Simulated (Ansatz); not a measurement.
Here is an Ansatz 0.2.0 calculation.

input.yaml

```yaml
crystal:
  lattice:
    - [2.8941413859, 0.0, 0.0]
    - [-1.4470706929, 2.5063999623, 0.0]
    - [0.0, 0.0, 6.2943681112]
  atoms:
    - { symbol: Fe, position: [0.3333333333, 0.6666666667, 0.832802], spin: 3.0 }
    - { symbol: Fe, position: [0.6666666667, 0.3333333333, 0.167198], spin: 3.0 }
    - { symbol: Mn, position: [0.0, 0.0, 0.5], spin: 4.0 }
    - { symbol: "N", position: [0.3333333333, 0.6666666667, 0.293187] }
    - { symbol: "N", position: [0.6666666667, 0.3333333333, 0.706813] }
hamiltonian:
  xc: rpbe
  pseudopotentials: { kind: paw }
magnetization:
  spin_polarized: true
kpoints:
  mp_grid: { grid: [8, 8, 3] }
scf:
  occupations: { method: fermi_dirac, width: 0.05 }
output:
  forces: true
  stress: true
  eigenvalues: true
relax:
  f_tol: 0.01
  max_steps: 40
  cell: { stress_tol: 0.05 }
```

Potentials or basis: Ansatz PAW.

Launch:

```sh
$ ansatz run input.yaml --threads 2 --pin off --max-ram 5632MiB --backend cpu --events-out ev --progress --plain --runs-dir out
```

(1) Estimate the net moment.

(2) Predict the absolute moment.

Answers

(1) 2.92 μB per cell.

(2) 3.27 μB per cell.
